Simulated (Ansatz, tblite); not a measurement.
# Ge10H16 hole sphere (BGe8H16P): a ladder of methods and basis sets

The task here is to estimate one member of a computed series from the others.

Method: as each input shows; program: Ansatz 0.2.0, Gaussian basis.

Plan: GFN1-xTB, GFN2-xTB, PBE-D4/def2-TZVP, r2SCAN-D4/def2-TZVP, BHLYP-D4/def2-TZVP, B2PLYP/def2-TZVP, LC-ωPBE/def2-TZVP, PBE-D4/def2-SVP, PBE0-D4/def2-SVP, MP2/def2-TZVP, RPA/def2-TZVP.

## The relaxed structure

The singlet was relaxed beforehand with PBE-D4/def2-SVP.

26 atoms, charge 0, spin multiplicity 1.

Bond lengths: B1–Ge5 2.051 Å, B1–Ge7 2.071 Å, B1–Ge8 2.071 Å, B1–H11 1.232 Å, Ge2–Ge6 2.451 Å, Ge2–Ge7 2.466 Å, Ge2–Ge9 2.451 Å, Ge2–H12 1.562 Å, P3–Ge5 2.401 Å, P3–Ge6 2.363 Å, P3–Ge10 2.363 Å, P3–H13 1.432 Å, Ge4–Ge8 2.466 Å, Ge4–Ge9 2.451 Å, Ge4–Ge10 2.451 Å, Ge4–H14 1.562 Å, Ge5–H15 1.563 Å, Ge5–H16 1.563 Å and more. Angles: Ge5–B1–Ge7 111.8°, Ge5–B1–Ge8 111.8°, Ge5–B1–H11 104.0°, Ge7–B1–Ge8 113.7°, Ge7–B1–H11 107.4°, Ge8–B1–H11 107.4°, Ge6–Ge2–Ge7 106.8°, Ge6–Ge2–Ge9 102.9°, Ge6–Ge2–H12 103.4°, Ge7–Ge2–Ge9 113.3°, Ge7–Ge2–H12 118.2°, Ge9–Ge2–H12 110.5°, Ge5–P3–Ge6 111.6°, Ge5–P3–Ge10 111.6°, Ge5–P3–H13 110.9°, Ge6–P3–Ge10 109.8°, Ge6–P3–H13 106.4°, Ge10–P3–H13 106.4° and more.

PBE0-D4/def2-TZVP was run before; its log isn't repeated, and its numbers join the tables.

The first run:

Tight binding, by tblite at 300 K electronic temperature and without a spin-polarisation term:

```python
tblite.interface.Calculator('GFN1-xTB', numbers, positions, charge=0, uhf=0).singlepoint()
```

Tight binding, by tblite at 300 K electronic temperature and without a spin-polarisation term:

```python
tblite.interface.Calculator('GFN2-xTB', numbers, positions, charge=0, uhf=0).singlepoint()
```

start.molden holds the orbitals of an earlier run on this state, given as this run's starting guess.

in.yaml reads:

```yaml
crystal:
  periodic: [false, false, false]
  atoms:
    - {symbol: B, position_ang: [-1.340661, 1.341418, -1.345566]}
    - {symbol: Ge, position_ang: [1.390335, -1.273636, -1.487329]}
    - {symbol: P, position_ang: [-1.272758, -1.240265, 1.240542]}
    - {symbol: Ge, position_ang: [1.386369, 1.491335, 1.273118]}
    - {symbol: Ge, position_ang: [-2.575510, 0.183685, -0.187095]}
    - {symbol: Ge, position_ang: [0.077914, -2.722901, -0.009854]}
    - {symbol: Ge, position_ang: [-0.212327, 0.195912, -2.651282]}
    - {symbol: Ge, position_ang: [-0.215431, 2.650650, -0.201022]}
    - {symbol: Ge, position_ang: [2.845782, -0.073894, 0.078046]}
    - {symbol: Ge, position_ang: [0.074124, 0.014336, 2.722978]}
    - {symbol: H, position_ang: [-2.115625, 2.017562, -2.023866]}
    - {symbol: H, position_ang: [2.220299, -2.283691, -2.343030]}
    - {symbol: H, position_ang: [-2.119897, -2.056935, 2.057364]}
    - {symbol: H, position_ang: [2.213545, 2.349768, 2.283146]}
    - {symbol: H, position_ang: [-3.461153, -0.923615, -0.845354]}
    - {symbol: H, position_ang: [-3.462782, 0.842877, 0.918365]}
    - {symbol: H, position_ang: [-0.979218, -3.643459, -0.685636]}
    - {symbol: H, position_ang: [0.824152, -3.545137, 1.082567]}
    - {symbol: H, position_ang: [-1.013005, -0.801708, -3.551883]}
    - {symbol: H, position_ang: [0.705447, 1.006054, -3.621034]}
    - {symbol: H, position_ang: [0.702568, 3.619769, -1.011692]}
    - {symbol: H, position_ang: [-1.018592, 3.552376, 0.793581]}
    - {symbol: H, position_ang: [3.913601, 0.725043, -0.720755]}
    - {symbol: H, position_ang: [3.596927, -1.039761, 1.046659]}
    - {symbol: H, position_ang: [-0.985204, 0.689825, 3.641227]}
    - {symbol: H, position_ang: [0.821098, -1.075630, 3.547793]}
basis:
  gaussian: {orbitals: def2-TZVP, fitting: {mean_field: def2-universal-jkfit}, initial_orbitals: start.molden}
hamiltonian: {xc: pbe, dispersion: d4}
scf: {omitted_lower_state_checks: [starts]}
output: {forces: true, orbitals: {seedname: orbitals}}
```

The run is started by

```bash
ansatz run in.yaml --threads 2 --pin off --events-out ev --progress --plain --max-ram 32768MiB --backend cuda --devices 0, --max-vram 18GiB
```

Among the steps run: PBE-D4/def2-TZVP; r2SCAN-D4/def2-TZVP; BHLYP-D4/def2-TZVP; B2PLYP/def2-TZVP; LC-ωPBE/def2-TZVP; PBE-D4/def2-SVP; PBE0-D4/def2-SVP; MP2/def2-TZVP; RPA/def2-TZVP.

One of the session's tables, all rows but one given; the rest of the session is left out.

It belongs to the step «Binding energy». 

```
              level  binding an atom (eV)
       HF/def2-TZVP                 2.068
    PBE-D4/def2-SVP                 2.921
   PBE-D4/def2-TZVP                 2.919
r2SCAN-D4/def2-TZVP                     ?
   PBE0-D4/def2-SVP                 2.916
  PBE0-D4/def2-TZVP                 2.913
 BHLYP-D4/def2-TZVP                 2.873
  LC-ωPBE/def2-TZVP                 2.865
      MP2/def2-TZVP                 2.821
```

**Question.** Estimate the row for r2SCAN-D4/def2-TZVP.

As computed: binding an atom (eV): 2.944. In the column «binding an atom (eV)» it is the highest.

Limits of these values: Free atoms were run apart at each level; binding is atoms less cluster, divided by the number of atoms, without zero-point or spin-orbit terms.
